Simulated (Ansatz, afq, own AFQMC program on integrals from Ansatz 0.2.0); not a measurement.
# GaCN (singlet): AFQMC on the coupled-cluster ladder at distance N2–Ga3 = 3.139 Å, cc-pVDZ

How near does AFQMC come to the top of the ladder for GaCN (singlet)?

Method: cc-pVDZ, frozen cores; program: Ansatz 0.2.0, Gaussian basis, and an in-house AFQMC program (afq) on its integrals; all values are calculated.

To be run: PBE (unrestricted); r2SCAN (unrestricted); PBE0 (unrestricted); B3LYP (unrestricted); wB97M-V (unrestricted); B2PLYP (unrestricted); CCSD(T) on RHF; CCSDT(Q) on RHF; Phaseless AFQMC, CISD trial on RHF; Phaseless AFQMC, single-determinant trial on RHF; UHF.

7 further runs of the same task are left out: 7 that didn't finish. Runs told in other sessions of the task aren't counted.

## Step 1: What is computed

The geometry derives from a PBE0/def2-TZVP stationary point (not a proven minimum). One bond is set to the value named and the two fragments are kept rigid. No spin-orbit coupling is included. The filled d shell of Ga may be among the frozen orbitals whatever the setting's name suggests.

3 atoms, charge 0, spin multiplicity 1.

Atoms are counted from 1 here; the program's logs count them from 0.

Bond lengths: C1–N2 1.175 Å.

## Step 2: PBE (unrestricted)

Contents of in.yaml:

```yaml
crystal:
  periodic: [false, false, false]
  atoms:
    - {symbol: C, position_ang: [0.000000, 0.000000, -1.829867]}
    - {symbol: N, position_ang: [0.000000, 0.000000, -0.654567]}
    - {symbol: Ga, position_ang: [0.000000, 0.000000, 2.484433]}
basis:
  gaussian: {orbitals: cc-pVDZ}
magnetization: {spin_polarized: true, initial_magnetization: 0}
hamiltonian: {xc: {name: PBE}}
output: {orbitals: {seedname: orbitals}}
```

Run with:

```sh
> ansatz run in.yaml --threads 1 --pin off --events-out ev --progress --plain --max-ram 1382MiB
```

The log of the run:

```text
Functional definition: PBE
  name "PBE"
  cite "Perdew, Burke & Ernzerhof, Phys. Rev. Lett. 77, 3865 (1996) doi:10.1103/PhysRevLett.77.3865"
  parent pbe
  parameter kappa = 0.804
  parameter beta = 0.06672455060314922
  exchange = pbe_x(kappa = kappa, mu = beta*pi^2/3)
  correlation = pbe_c(beta = beta)
595 factors; integrals over basis functions are off by at most 9.7e-4 eV
mean field evaluation 1: about -54883.8999 eV, gradient 3.3e1 eV
mean field evaluation 2: about -54649.7776 eV, gradient 1.1e2 eV
mean field evaluation 4: about -54855.2832 eV, gradient 5.1e1 eV
mean field evaluation 8: about -54890.4793 eV, gradient 2.1e0 eV
mean field evaluation 16: about -54890.5241 eV, gradient 4.0e-4 eV
mean field evaluation 32: about -54888.2365 eV, gradient 7.0e-1 eV
mean field evaluation 64: about -54883.0743 eV, gradient 2.9e0 eV
mean field evaluation 96: about -54867.5043 eV, gradient 3.3e1 eV
mean field evaluation 128: about -54876.2047 eV, gradient 1.4e1 eV
mean field -54890.52406883 eV, -2017.1895533959 hartree, gradient 3.2e-5 eV, S^2 0.000000; 11 other end points of the search recorded, 0 dependent functions left out
reference -54890.52409992 eV, -2017.1895545387 hartree; 22, 22 occupied and 33, 33 virtual orbitals, 595 factors
Total energy: -54890.52409992 eV, -2017.1895545387 hartree
```

Wall time 6 s (1 thread of Intel Xeon 6975P-C (Granite Rapids), shared host).

From the report: ⟨S²⟩ of the determinant 0.000 (pure singlet: 0.00).

## Step 3: r2SCAN (unrestricted)

Changes to in.yaml since step 2:

```diff
@@ -9,3 +9,2 @@
 magnetization: {spin_polarized: true, initial_magnetization: 0}
-hamiltonian: {xc: {name: PBE}}
-output: {orbitals: {seedname: orbitals}}
+hamiltonian: {xc: {name: r2SCAN}}
```

The command is unchanged.

The log of the run, cut to the lines that bear on the results:

```text
Functional definition: r2SCAN
  name "r2SCAN"
  cite "Furness, Kaplan, Ning, Perdew & Sun, J. Phys. Chem. Lett. 11, 8208 (2020) doi:10.1021/acs.jpclett.0c02405"
  cite "Furness, Kaplan, Ning, Perdew & Sun, J. Phys. Chem. Lett. 11, 9248 (2020) doi:10.1021/acs.jpclett.0c03077"
  parent r2scan
[...]
595 factors; integrals over basis functions are off by at most 9.7e-4 eV
[...]
mean field -54899.31051185 eV, -2017.5124492213 hartree, gradient 6.9e-6 eV, S^2 0.000000; 7 other end points of the search recorded, 0 dependent functions left out
reference -54899.31052418 eV, -2017.5124496745 hartree; 22, 22 occupied and 33, 33 virtual orbitals, 595 factors
Total energy: -54899.31052418 eV, -2017.5124496745 hartree
```

It took 9 s on 1 thread of Intel Xeon 6975P-C (Granite Rapids), shared host.

From the report: ⟨S²⟩ of the determinant 0.000 (pure singlet: 0.00).

## Step 4: PBE0 (unrestricted)

Changes to in.yaml since step 3:

```diff
@@ -9,2 +9,3 @@
 magnetization: {spin_polarized: true, initial_magnetization: 0}
-hamiltonian: {xc: {name: r2SCAN}}
+hamiltonian: {xc: {name: PBE0}}
+output: {orbitals: {seedname: orbitals}}
```

Launched as before.

The log of the run:

```text
Functional definition: PBE0
  name "PBE0"
  cite "Adamo & Barone, J. Chem. Phys. 110, 6158 (1999) doi:10.1063/1.478522"
  cite "Perdew, Burke & Ernzerhof, Phys. Rev. Lett. 77, 3865 (1996) doi:10.1103/PhysRevLett.77.3865"
  parent pbe
  parameter a = 0.25
  parameter kappa = 0.804
  parameter beta = 0.06672455060314922
  exchange = (1 - a)*pbe_x(kappa = kappa, mu = beta*pi^2/3) + a*exact_x
  correlation = pbe_c(beta = beta)
595 factors; integrals over basis functions are off by at most 9.7e-4 eV
mean field evaluation 1: about -54886.3810 eV, gradient 2.9e1 eV
mean field evaluation 2: about -54674.2176 eV, gradient 1.0e2 eV
mean field evaluation 4: about -54889.9226 eV, gradient 1.7e1 eV
mean field evaluation 8: about -54891.2725 eV, gradient 7.6e-1 eV
mean field evaluation 16: about -54891.2758 eV, gradient 1.4e-4 eV
mean field -54891.27581203 eV, -2017.2171794489 hartree, gradient 5.0e-6 eV, S^2 0.000000; 1 other end points of the search recorded, 0 dependent functions left out
reference -54891.27583565 eV, -2017.2171803170 hartree; 22, 22 occupied and 33, 33 virtual orbitals, 595 factors
Total energy: -54891.27583565 eV, -2017.2171803170 hartree
```

Wall time 1.3 s (1 thread of Intel Xeon 6975P-C (Granite Rapids), shared host).

From the report: ⟨S²⟩ of the determinant 0.000 (pure singlet: 0.00).

## Step 5: B3LYP (unrestricted)

Changes to in.yaml since step 4:

```diff
@@ -9,3 +9,2 @@
 magnetization: {spin_polarized: true, initial_magnetization: 0}
-hamiltonian: {xc: {name: PBE0}}
-output: {orbitals: {seedname: orbitals}}
+hamiltonian: {xc: {name: B3LYP}}
```

The command is unchanged.

The log of the run, cut to the lines that bear on the results:

```text
Functional definition: B3LYP
  name "B3LYP"
  cite "Stephens, Devlin, Chabalowski & Frisch, J. Phys. Chem. 98, 11623 (1994) doi:10.1021/j100096a001"
  cite "Becke, Phys. Rev. A 38, 3098 (1988) doi:10.1103/PhysRevA.38.3098"
  cite "Lee, Yang & Parr, Phys. Rev. B 37, 785 (1988) doi:10.1103/PhysRevB.37.785"
  cite "Vosko, Wilk & Nusair, Can. J. Phys. 58, 1200 (1980) doi:10.1139/p80-159"
[...]
595 factors; integrals over basis functions are off by at most 9.7e-4 eV
[...]
mean field -54902.82340817 eV, -2017.6415457799 hartree, gradient 3.2e-5 eV, S^2 0.000000; 5 other end points of the search recorded, 0 dependent functions left out
reference -54902.82360901 eV, -2017.6415531605 hartree; 22, 22 occupied and 33, 33 virtual orbitals, 595 factors
Total energy: -54902.82360901 eV, -2017.6415531605 hartree
```

It took 2.5 s on 1 thread of Intel Xeon 6975P-C (Granite Rapids), shared host.

From the report: ⟨S²⟩ of the determinant 0.000 (pure singlet: 0.00).

## Step 6: wB97M-V (unrestricted)

Changes to in.yaml since step 5:

```diff
@@ -9,2 +9,3 @@
 magnetization: {spin_polarized: true, initial_magnetization: 0}
-hamiltonian: {xc: {name: B3LYP}}
+hamiltonian: {xc: {name: wB97M-V}}
+output: {orbitals: {seedname: orbitals}}
```

Launched as before.

The log of the run, cut to the lines that bear on the results:

```text
Functional definition: wB97M-V
  name "wB97M-V"
  cite "Mardirossian & Head-Gordon, J. Chem. Phys. 144, 214110 (2016) doi:10.1063/1.4952647"
  cite "Becke, J. Chem. Phys. 107, 8554 (1997) doi:10.1063/1.475007"
  cite "Vydrov & Van Voorhis, J. Chem. Phys. 133, 244103 (2010) doi:10.1063/1.3521275"
  # Of w^i u^j: cxij and so on, Table III.
[...]
  gx(w, u) = 1 - cx + cx01*u + cx10*w
  gss(w, u) = css00 + css04*u^4 + css10*w + css20*w^2 + css43*w^4*u^3
  gos(w, u) = cos00 + cos10*w + (cos20 + cos21*u)*w^2 + (cos60 + cos61*u)*w^6
[...]
      + integral(e_c_pw_mod_opposite_spin*gos(b97_w_opposite, b97_u_opposite)) + vv10(b, c)
595 factors; integrals over basis functions are off by at most 9.7e-4 eV
151 factors; integrals over basis functions are off by at most 4.9e-5 eV
[...]
mean field -54897.91310392 eV, -2017.4610954270 hartree, gradient 2.1e-5 eV, S^2 0.000000; 0 other end points of the search recorded, 0 dependent functions left out
reference -54897.91314199 eV, -2017.4610968260 hartree; 22, 22 occupied and 33, 33 virtual orbitals, 595 factors
Total energy: -54897.91314199 eV, -2017.4610968260 hartree
```

It took 6.5 s on 1 thread of Intel Xeon 6975P-C (Granite Rapids), shared host.

From the report: ⟨S²⟩ of the determinant 0.000 (pure singlet: 0.00).

## Step 7: B2PLYP (unrestricted)

Changes to in.yaml since step 6:

```diff
@@ -9,3 +9,3 @@
 magnetization: {spin_polarized: true, initial_magnetization: 0}
-hamiltonian: {xc: {name: wB97M-V}}
-output: {orbitals: {seedname: orbitals}}
+hamiltonian: {xc: {name: B2PLYP}}
+correlation: {electrons: outside_noble_gas}
```

Same command.

The log of the run, cut to the lines that bear on the results:

```text
Functional definition: B2PLYP
  name "B2PLYP"
  cite "Grimme, J. Chem. Phys. 124, 034108 (2006) doi:10.1063/1.2148954"
  cite "Becke, Phys. Rev. A 38, 3098 (1988) doi:10.1103/PhysRevA.38.3098"
  cite "Lee, Yang & Parr, Phys. Rev. B 37, 785 (1988) doi:10.1103/PhysRevB.37.785"
[...]
595 factors; integrals over basis functions are off by at most 9.7e-4 eV
[...]
mean field -54884.84636623 eV, -2016.9809016739 hartree, gradient 8.4e-7 eV, S^2 0.000000; 2 other end points of the search recorded, 0 dependent functions left out
16 core orbitals not correlated: weight in the atoms' cores, before any rotation towards them, 1.000 or more for the frozen orbitals, at most 0.000 for the correlated occupied ones
reference -54884.84649447 eV, -2016.9809063868 hartree; 6, 6 occupied and 33, 33 virtual orbitals, 595 factors
second order -10.84150084 eV of doubles, -0.00000000 eV of singles
Total energy: -54887.77369970 eV, -2017.0884791947 hartree
```

Wall time 3.8 s (1 thread of Intel Xeon 6975P-C (Granite Rapids), shared host).

From the report: ⟨S²⟩ of the determinant 0.000 (pure singlet: 0.00).

## Step 8: CCSD(T) on RHF

Changes to in.yaml since step 7:

```diff
@@ -8,4 +8,3 @@
   gaussian: {orbitals: cc-pVDZ}
-magnetization: {spin_polarized: true, initial_magnetization: 0}
-hamiltonian: {xc: {name: B2PLYP}}
-correlation: {electrons: outside_noble_gas}
+magnetization: {spin_polarized: false}
+correlation: {method: ccsd_t, electrons: outside_noble_gas, hamiltonian_folder: ham}
```

Launched as before.

The log of the run, cut to the lines that bear on the results:

```text
Functional definition: HF
  name "HF"
  cite "Fock, Z. Phys. 61, 126 (1930) doi:10.1007/BF01340294"
  parent pbe
[...]
595 factors; integrals over basis functions are off by at most 9.7e-4 eV
[...]
mean field -54843.52950079 eV, -2015.4625348745 hartree, gradient 9.9e-6 eV, S^2 0.000000; 0 other end points of the search recorded, 0 dependent functions left out
16 core orbitals not correlated: weight in the atoms' cores, before any rotation towards them, 1.000 or more for the frozen orbitals, at most 0.000 for the correlated occupied ones
reference -54843.52950079 eV, -2015.4625348745 hartree; 6, 6 occupied and 33, 33 virtual orbitals, 595 factors
second order -8.32439864 eV of doubles, -0.00000000 eV of singles
cycle   1  -8.35124249 eV  change   -2.7e-2 eV  update   1.1e-1
[...]
cycle  13  -8.87055089 eV  change   -8.6e-6 eV  update   1.4e-5
perturbative correction -0.37754545 eV, -0.0138745394 hartree
Total energy: -54852.77759713 eV, -2015.8023961464 hartree
```

It took 1.2 s on 1 thread of Intel Xeon 6975P-C (Granite Rapids), shared host.

From the report: correlation -9.2481 eV; T1 0.030; largest double amplitude 0.07.

This run also writes the integrals to the folder ham.

## Step 9: CCSDT(Q) on RHF

Changes to in.yaml since step 8:

```diff
@@ -9,2 +9,2 @@
 magnetization: {spin_polarized: false}
-correlation: {method: ccsd_t, electrons: outside_noble_gas, hamiltonian_folder: ham}
+correlation: {method: ccsdt_q, electrons: outside_noble_gas}
```

Same command.

The log of the run, cut to the lines that bear on the results:

```text
Functional definition: HF
  name "HF"
  cite "Fock, Z. Phys. 61, 126 (1930) doi:10.1007/BF01340294"
  parent pbe
[...]
1024 factors; integrals over basis functions are off by at most 1.9e-7 eV
[...]
mean field -54843.52954057 eV, -2015.4625363366 hartree, gradient 9.0e-6 eV, S^2 0.000000; 0 other end points of the search recorded, 0 dependent functions left out
16 core orbitals not correlated: weight in the atoms' cores, before any rotation towards them, 1.000 or more for the frozen orbitals, at most 0.000 for the correlated occupied ones
reference -54843.52954057 eV, -2015.4625363366 hartree; 6, 6 occupied and 33, 33 virtual orbitals, 1024 factors
second order -8.32440927 eV of doubles, -0.00000000 eV of singles
cycle   1  -8.35124304 eV  change   -2.7e-2 eV  update   1.3e-1
[...]
cycle  24  -9.26380193 eV  change   -1.8e-7 eV  update   4.0e-7
perturbative correction -0.04558575 eV, -0.0016752455 hartree
Total energy: -54852.83892825 eV, -2015.8046500236 hartree
```

Wall time 7 s (1 thread of Intel Xeon 6975P-C (Granite Rapids), shared host).

From the report: correlation -9.3094 eV; T1 0.035; largest double amplitude 0.08.

## Step 10: Phaseless AFQMC, CISD trial on RHF

It reads the integrals that the CCSD(T) run on this determinant wrote.

Run with:

```sh
> afq ham --method phaseless --trial cisd --walkers 60 --populations 1 --least-time 40 --time-step 0.005 --steps-per-block 50 --equilibration-blocks 40 --max-blocks 300 --target-error 0.00084 --factor-cut 1e-05 --seed 6075 --release-times 0.24,0.51,0.99,1.62,2.4 --release-step 0.03 --release-every 4 --taylor-order 6
```

The log of the run:

```text
orbitals 39  electrons 6 6  factors 276 of 595
reference energy -2015.46253487 Eh
CCSD correlation -0.32598635 Eh in 14 cycles, weight of the determinant in the CISD state 0.8342
energy of the start -2015.788521 Eh
 block  time / (1/Eh)  mean weight  energy / Eh
     1     0.250  1.0005  -2015.782258
     2     0.500  0.9991  -2015.787466
     3     0.750  0.9980  -2015.788027
     4     1.000  1.0007  -2015.790728
     5     1.250  0.9970  -2015.796977
     6     1.500  1.0010  -2015.799353
     7     1.750  1.0012  -2015.798630
     8     2.000  1.0007  -2015.797287
     9     2.250  0.9975  -2015.795211
    10     2.500  1.0012  -2015.807072
    17     4.250  0.9996  -2015.824354
    25     6.250  0.9979  -2015.796845
    33     8.250  0.9989  -2015.796685
    41    10.250  0.9979  -2015.809868
    49    12.250  1.0019  -2015.811776
    57    14.250  1.0014  -2015.795774
    65    16.250  1.0004  -2015.801381
    73    18.250  1.0019  -2015.826793
    81    20.250  0.9986  -2015.796522
    89    22.250  1.0027  -2015.790823
    97    24.250  0.9985  -2015.812433
   105    26.250  0.9994  -2015.795858
   113    28.250  0.9992  -2015.797656
   121    30.250  0.9992  -2015.815250
   129    32.250  1.0023  -2015.804922
   137    34.250  0.9992  -2015.818827
   145    36.250  0.9991  -2015.803893
   153    38.250  1.0017  -2015.771618
   161    40.250  1.0004  -2015.807223
   169    42.250  0.9981  -2015.823006
   177    44.250  1.0009  -2015.822368
   185    46.250  0.9987  -2015.817592
   193    48.250  1.0001  -2015.774884
   201    50.250  0.9980  -2015.801030
   209    52.250  0.9997  -2015.804968
   217    54.250  1.0019  -2015.805455
   225    56.250  1.0007  -2015.814883
   233    58.250  0.9989  -2015.797108
   241    60.250  0.9978  -2015.805426
   249    62.250  1.0011  -2015.809495
   257    64.250  1.0013  -2015.812533
   265    66.250  1.0011  -2015.803421
   273    68.250  1.0028  -2015.783459
   281    70.250  0.9967  -2015.801556
   289    72.250  1.0040  -2015.806694
   297    74.250  0.9839  -2015.795699
   305    76.250  1.0003  -2015.793258
   313    78.250  0.9949  -2015.782744
   321    80.250  1.0029  -2015.815501
   329    82.250  1.0039  -2015.808497
   337    84.250  0.9981  -2015.803380
blocks merged  error / Eh  count
     1  0.000792  300
     2  0.000979  150
     4  0.001191  75
     8  0.001284  37
    16  0.001271  18
    32  0.000795  9
released: time / (1/Eh)  energy / Eh  error  mean overlap
  0.24  -2015.806238  0.001542  0.9944
  0.51  -2015.804713  0.001346  1.0089
  0.99  -2015.808056  0.001738  0.9973
  1.62  -2015.806395  0.002347  1.0271
  2.40  -2015.800593  0.003778  0.9976
energy -2015.804463 +/- 0.001284 Eh
```

It took 3.3 min on 1 thread of Intel Xeon 6975P-C (Granite Rapids), shared host.

Energy -54852.8338 ± 0.0349 eV. Caveats: constraint bias not in the error; error above the target.

## Step 11: Phaseless AFQMC, single-determinant trial on RHF

It reads the integrals that the CCSD(T) run on this determinant wrote.

Run with:

```sh
> afq ham --method phaseless --trial hf --walkers 120 --populations 1 --least-time 40 --time-step 0.005 --steps-per-block 20 --equilibration-blocks 160 --max-blocks 600 --target-error 0.00252 --factor-cut 1e-05 --seed 9133 --taylor-order 6
```

The log of the run:

```text
orbitals 39  electrons 6 6  factors 276 of 595
reference energy -2015.46253487 Eh
CCSD correlation -0.32598635 Eh in 14 cycles, weight of the determinant in the CISD state 0.8342
energy of the start -2015.462535 Eh
 block  time / (1/Eh)  mean weight  energy / Eh
     1     0.100  1.0021  -2015.543648
     2     0.200  1.0035  -2015.604243
     3     0.300  1.0002  -2015.631330
     4     0.400  1.0011  -2015.653528
     5     0.500  1.0015  -2015.670898
     6     0.600  1.0014  -2015.689612
     7     0.700  1.0031  -2015.677673
     8     0.800  1.0017  -2015.698033
     9     0.900  1.0035  -2015.695406
    10     1.000  0.9991  -2015.698643
    20     2.000  1.0002  -2015.791195
    39     3.900  1.0001  -2015.845924
    58     5.800  1.0008  -2015.763515
    77     7.700  0.9986  -2015.855241
    96     9.600  0.9991  -2015.766861
   115    11.500  0.9993  -2015.789046
   134    13.400  1.0006  -2015.871731
   153    15.300  0.9996  -2015.789788
   172    17.200  1.0012  -2015.849336
   191    19.100  0.9993  -2015.862683
   210    21.000  1.0017  -2015.799969
   229    22.900  0.9990  -2015.824889
   248    24.800  0.9990  -2015.805120
   267    26.700  1.0004  -2015.780898
   286    28.600  1.0013  -2015.813853
   305    30.500  0.9994  -2015.822280
   324    32.400  1.0000  -2015.900042
   343    34.300  1.0015  -2015.787295
   362    36.200  1.0030  -2015.843208
   381    38.100  1.0014  -2015.783048
   400    40.000  0.9994  -2015.791836
   419    41.900  0.9986  -2015.812468
   438    43.800  1.0033  -2015.795849
   457    45.700  0.9980  -2015.770877
   476    47.600  1.0041  -2015.809789
   495    49.500  0.9981  -2015.893963
   514    51.400  0.9993  -2015.816299
   533    53.300  0.9996  -2015.863015
   552    55.200  0.9983  -2015.828841
   571    57.100  1.0025  -2015.817042
   590    59.000  1.0049  -2015.860604
   609    60.900  0.9993  -2015.771299
   628    62.800  1.0003  -2015.807284
   647    64.700  1.0007  -2015.788039
   666    66.600  0.9993  -2015.790984
   685    68.500  1.0007  -2015.792333
   704    70.400  1.0015  -2015.814710
   723    72.300  1.0006  -2015.783818
   742    74.200  0.9987  -2015.839159
blocks merged  error / Eh  count
     1  0.001869  600
     2  0.002499  300
     4  0.003339  150
     8  0.004013  75
    16  0.005096  37
    32  0.005950  18
    64  0.005706  9
energy -2015.817015 +/- 0.005950 Eh
```

Wall time 1.9 min (1 thread of Intel Xeon 6975P-C (Granite Rapids), shared host).

Energy -54853.1754 ± 0.1619 eV. Caveats: constraint bias not in the error; error above the target.

## Step 12: UHF

Changes to in.yaml since step 9:

```diff
@@ -8,3 +8,4 @@
   gaussian: {orbitals: cc-pVDZ}
-magnetization: {spin_polarized: false}
-correlation: {method: ccsdt_q, electrons: outside_noble_gas}
+magnetization: {spin_polarized: true, initial_magnetization: 0}
+hamiltonian: {xc: hf}
+output: {orbitals: {seedname: orbitals}}
```

Run with:

```sh
> ansatz run in.yaml --threads 1 --pin off --events-out ev --progress --plain --max-ram 1382MiB
```

The log of the run:

```text
Functional definition: HF
  name "HF"
  cite "Fock, Z. Phys. 61, 126 (1930) doi:10.1007/BF01340294"
  parent pbe
  exchange = exact_x
  correlation = 0
595 factors; integrals over basis functions are off by at most 9.7e-4 eV
mean field evaluation 1: about -54841.2916 eV, gradient 2.0e1 eV
mean field evaluation 2: about -54841.2957 eV, gradient 2.0e1 eV
mean field evaluation 4: about -54843.4915 eV, gradient 2.6e0 eV
mean field evaluation 8: about -54843.5295 eV, gradient 1.6e-4 eV
mean field evaluation 16: about -54841.7448 eV, gradient 1.2e0 eV
mean field evaluation 32: about -54841.5738 eV, gradient 1.2e0 eV
mean field -54843.52950079 eV, -2015.4625348745 hartree, gradient 1.1e-5 eV, S^2 0.000000; 0 other end points of the search recorded, 0 dependent functions left out
reference -54843.52950079 eV, -2015.4625348745 hartree; 22, 22 occupied and 33, 33 virtual orbitals, 595 factors
Total energy: -54843.52950079 eV, -2015.4625348745 hartree
```

Run time: 0.91 s. Hardware: 1 thread of Intel Xeon 6975P-C (Granite Rapids), shared host.

From the report: ⟨S²⟩ of the determinant 0.000 (pure singlet: 0.00).

## Step 13: All levels side by side

On the RHF determinant, counted from CCSDT(Q) (a yardstick, not exact):

```csv
level,energy (eV),from CCSDT(Q) (kcal/mol),statistical error (kcal/mol),time
HF,-54843.5295,+214.68,,
MP2,-54851.8539,+22.72,,
CCSD,-54852.4001,+10.12,,
CCSD(T),-54852.7776,+1.41,,
CCSDT(Q),-54852.8389,0.00,,
"Phaseless AFQMC, CISD trial, step 0.005, 60 walkers",-54852.8338,+0.12,0.81,3.3 min
"Phaseless AFQMC, single-determinant trial, step 0.005, 120 walkers",-54853.1754,-7.76,3.73,1.9 min
```

The functionals' totals stand on their own zeros and serve differences with other points: PBE -54890.524 eV; r2SCAN -54899.311 eV; PBE0 -54891.276 eV; B3LYP -54902.824 eV; wB97M-V -54897.913 eV; B2PLYP -54887.774 eV.

## Step 14: Summary of results

| quantity | value |
| --- | --- |
| CCSD(T) on RHF from CCSDT(Q) | +1.41 kcal/mol |
| Phaseless AFQMC, CISD trial on RHF from CCSDT(Q) | +0.12 ± 0.81 kcal/mol |
| Phaseless AFQMC, single-determinant trial on RHF from CCSDT(Q) | -7.76 ± 3.73 kcal/mol |

What this shows: On RHF the phaseless walk with the CISD trial lies +0.12 kcal/mol from CCSDT(Q), within three error bars. Error bars are statistical and leave out the constraint, the time step and what remains of the start.
